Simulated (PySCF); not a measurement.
# r2SCAN/def2-SVPD run of AlBNH4F (SMILES [NH2][AlH][BH]F)

Aim: the energy change on altering one bond length of AlBNH4F at r2SCAN/def2-SVPD, from 2 runs. 

Program for the calculation: PySCF 2.14.0.

1 further run of the same task is left out (set aside as unsound or not needed).

## Step 1: The system as given

The species is AlBNH4F (8 atoms), meant as a singlet with charge 0. SMILES: `[NH2][AlH][BH]F`. The coordinates come from a PBE0-D4/def2-TZVP relaxation. This is one conformer, not always the lowest.

Bond lengths: N1–Al2 1.770 Å, Al2–B3 2.169 Å, B3–F4 1.330 Å, N1–H5 1.008 Å, N1–H6 1.008 Å, Al2–H7 1.590 Å, B3–H8 1.208 Å. Angles: N1–Al2–B3 116.8°, Al2–B3–F4 118.5°, N1–Al2–H7 116.9°, B3–Al2–H7 126.3°, Al2–N1–H5 125.6°, Al2–N1–H6 124.3°, Al2–B3–H8 127.4°, F4–B3–H8 114.1°, H5–N1–H6 110.2°.

## Step 2: The energy at r2SCAN/def2-SVPD

job.py

```python
# [NH2][AlH][BH]F
from pyscf import gto, dft

mol = gto.M(
    atom='''
N     -1.955678     2.339481     0.336560
Al     0.677278     0.467140     1.203756
B      1.557134    -2.718560    -1.220574
F      0.041763    -3.199306    -3.166236
H     -2.580421     3.874128     1.274431
H     -3.050963     2.009724    -1.186181
H      2.172051     1.284069     3.677785
H      3.313068    -4.164578    -1.024987
''',
    verbose=3,
    max_memory=1860,
    basis='def2-svpd',
    charge=0,
    unit='bohr',
    spin=0,
)

ks = dft.RKS(mol, xc='r2scan')
ks.conv_tol = 1e-10
ks.grids.level = 5
ks.kernel()
if not ks.converged:
    ks = ks.newton().run(ks.mo_coeff, ks.mo_occ)

e_final = ks.e_tot
print('E(%s) = %.9f' % ('R2SCAN', e_final))
```

Launch:

```sh
$ OMP_NUM_THREADS=1 python job.py
```

Log:

```text
converged SCF energy = -424.006814485344
E(R2SCAN) = -424.006814485
```

Run time: 45 s. Hardware: 1 thread of Intel Xeon at 2.70GHz, shared host; peak memory 0.71 GiB.

## Step 3: The distorted shape at the same level

calc.py

```python
from pyscf import gto, dft

mol = gto.M(
    atom='''
N     -3.360436     3.496305     0.180089
Al    -0.727480     1.623964     1.047284
B      0.152376    -1.561736    -1.377045
F     -1.362995    -2.042482    -3.322707
H     -3.985179     5.030952     1.117960
H     -4.455721     3.166548    -1.342652
H      0.767293     2.440893     3.521314
H      3.313068    -4.164578    -1.024987
''',
    unit='bohr',
    max_memory=1860,
    verbose=4,
    basis='def2-svpd',
)

mf = dft.RKS(mol)
mf.xc = 'r2scan'
mf.conv_tol = 1e-10
mf.grids.level = 5
mf.kernel()
if not mf.converged:
    mf = mf.newton().run(mf.mo_coeff, mf.mo_occ)

e_final = mf.e_tot
print('Final energy', e_final)
```

Launch:

```sh
$ OMP_NUM_THREADS=1 python calc.py
```

Log:

```text
PySCF version 2.14.0

[INPUT] num. atoms = 8
[INPUT] num. electrons = 38
[INPUT] charge = 0
[INPUT] spin (= nelec alpha-beta = 2S) = 0
[INPUT] symmetry False subgroup None
[INPUT] Mole.unit = bohr
[INPUT] Symbol           X                Y                Z      unit          X                Y                Z       unit  Magmom
[INPUT]  1 N     -1.778266149955   1.850164928426   0.095298994737 AA   -3.360436000000   3.496305000000   0.180089000000 Bohr   0.0
[INPUT]  2 Al    -0.384965837400   0.859364740154   0.554198826161 AA   -0.727480000000   1.623964000000   1.047284000000 Bohr   0.0
[INPUT]  3 B      0.080633906691  -0.826435100673  -0.728700832411 AA    0.152376000000  -1.561736000000  -1.377045000000 Bohr   0.0
[INPUT]  4 F     -0.721265892598  -1.080834928114  -1.758300822964 AA   -1.362995000000  -2.042482000000  -3.322707000000 Bohr   0.0
[INPUT]  5 H     -2.108865908237   2.662265147632   0.591598954720 AA   -3.985179000000   5.030952000000   1.117960000000 Bohr   0.0
[INPUT]  6 H     -2.357866011418   1.675665038884  -0.710500840596 AA   -4.455721000000   3.166548000000  -1.342652000000 Bohr   0.0
[INPUT]  7 H      0.406033969698   1.291664949894   1.863399121294 AA    0.767293000000   2.440893000000   3.521314000000 Bohr   0.0
[INPUT]  8 H      1.753200083828  -2.203799770699  -0.542399761889 AA    3.313068000000  -4.164578000000  -1.024987000000 Bohr   0.0

nuclear repulsion = 126.417143656956
number of shells = 51
number of NR pGTOs = 175
number of NR cGTOs = 119
basis = def2-svpd
ecp = {}

******** <class 'pyscf.dft.rks.RKS'> ********
method = RKS
initial guess = minao
damping factor = 0
level_shift factor = 0
DIIS = <class 'pyscf.scf.diis.CDIIS'>
diis_start_cycle = 1
diis_space = 8
diis_damp = 0
SCF conv_tol = 1e-10
SCF conv_tol_grad = None
SCF max_cycles = 50
direct_scf = True
direct_scf_tol = 1e-13
XC library pyscf.dft.libxc version 7.0.0
    S. Lehtola, C. Steigemann, M. J.T. Oliveira, and M. A.L. Marques.,  SoftwareX 7, 1–5 (2018)
XC functionals = r2scan
    J. W. Furness, A. D. Kaplan, J. Ning, J. P. Perdew, and J. Sun.,  J. Phys. Chem. Lett. 11, 8208-8215 (2020)
    J. W. Furness, A. D. Kaplan, J. Ning, J. P. Perdew, and J. Sun.,  J. Phys. Chem. Lett. 11, 9248-9248 (2020)
    J. W. Furness, A. D. Kaplan, J. Ning, J. P. Perdew, and J. Sun.,  J. Phys. Chem. Lett. 11, 8208-8215 (2020)
    J. W. Furness, A. D. Kaplan, J. Ning, J. P. Perdew, and J. Sun.,  J. Phys. Chem. Lett. 11, 9248-9248 (2020)
radial grids:
    Treutler-Ahlrichs [JCP 102, 346 (1995); DOI:10.1063/1.469408] (M4) radial grids

becke partition: Becke, JCP 88, 2547 (1988); DOI:10.1063/1.454033
pruning grids: <function nwchem_prune>
grids dens level: 5
symmetrized grids: False
atomic radii adjust function: <function treutler_atomic_radii_adjust>
small_rho_cutoff = 0
Set gradient conv threshold to 1e-05
Initial guess from minao.
tot grids = 266360
init E= -423.851182966349
  HOMO = -0.239906913046076  LUMO = -0.134123527399429  gap/eV = 2.87851
cycle= 1 E= -423.813391670545  delta_E= 0.0378  |g|= 0.635  |ddm|=  3.7
  HOMO = -0.173372182562325  LUMO = -0.122396788648031  gap/eV = 1.38711
cycle= 2 E= -423.060553165251  delta_E= 0.753  |g|= 1.65  |ddm|= 2.12
  HOMO = -0.179586101251466  LUMO = -0.0983095042207536  gap/eV = 2.21165
cycle= 3 E= -423.888863076334  delta_E= -0.828  |g|= 0.235  |ddm|= 1.65
  HOMO = -0.207606534412602  LUMO = -0.119982220704556  gap/eV = 2.38438
cycle= 4 E= -423.90297715027  delta_E= -0.0141  |g|= 0.124  |ddm|= 0.397
  HOMO = -0.218168947393251  LUMO = -0.123683645953107  gap/eV = 2.57108
cycle= 5 E= -423.905455170919  delta_E= -0.00248  |g|= 0.0371  |ddm|= 0.149
  HOMO = -0.212158215113261  LUMO = -0.123104321255105  gap/eV = 2.42328
cycle= 6 E= -423.905770033602  delta_E= -0.000315  |g|= 0.0157  |ddm|= 0.0816
  HOMO = -0.212903163807678  LUMO = -0.121417088554639  gap/eV = 2.48946
cycle= 7 E= -423.905913710989  delta_E= -0.000144  |g|= 0.00536  |ddm|= 0.0318
  HOMO = -0.212836814648917  LUMO = -0.12166969573647  gap/eV = 2.48078
cycle= 8 E= -423.905924771262  delta_E= -1.11e-05  |g|= 0.000553  |ddm|= 0.00712
  HOMO = -0.212797238215746  LUMO = -0.121670708889695  gap/eV = 2.47968
cycle= 9 E= -423.905924882115  delta_E= -1.11e-07  |g|= 0.00015  |ddm|= 0.00145
  HOMO = -0.212807114530337  LUMO = -0.121674165142863  gap/eV = 2.47985
cycle= 10 E= -423.905924889211  delta_E= -7.1e-09  |g|= 2.19e-05  |ddm|= 0.000405
  HOMO = -0.212805598179405  LUMO = -0.12167315296199  gap/eV = 2.47984
cycle= 11 E= -423.905924889379  delta_E= -1.68e-10  |g|= 3.74e-06  |ddm|= 4.9e-05
  HOMO = -0.21280529591801  LUMO = -0.121672891106202  gap/eV = 2.47984
cycle= 12 E= -423.905924889387  delta_E= -8.19e-12  |g|= 8.48e-07  |ddm|= 1.24e-05
  HOMO = -0.212805536815944  LUMO = -0.121672908198366  gap/eV = 2.47985
Extra cycle  E= -423.905924889386  delta_E= 1.48e-12  |g|= 1.04e-06  |ddm|= 4.49e-06
converged SCF energy = -423.905924889386
Final energy -423.9059248893857
```

Wall time 51 s (1 thread of Intel Xeon at 2.70GHz, shared host); peak memory 0.71 GiB.

## Step 4: Summary of results

At r2SCAN/def2-SVPD:

| quantity | value |
| --- | --- |
| first shape: total energy | -424.00681 Eh |
| first shape: dipole moment | 0.97 D |
| first shape: HOMO energy | -6.25 eV |
| first shape: LUMO energy | -2.80 eV |
| first shape: HOMO–LUMO gap | 3.46 eV |
| distorted shape: total energy | -423.90592 Eh |
| distorted shape: dipole moment | 3.65 D |
| distorted shape: HOMO energy | -5.79 eV |
| distorted shape: LUMO energy | -3.31 eV |
| distorted shape: HOMO–LUMO gap | 2.48 eV |
| energy change with the B3–H8 bond stretched from 1.208 to 2.175 Å | 2.745 eV |

In words: With the B3–H8 bond stretched from 1.208 to 2.175 Å the energy rises by 2.75 eV (63 kcal/mol). The first shape isn't relaxed at this level, so the change isn't measured from a minimum. Mulliken charges (first shape) run from -0.35 on F4 to +0.46 on Al2; in a basis this large or diffuse they mean little.
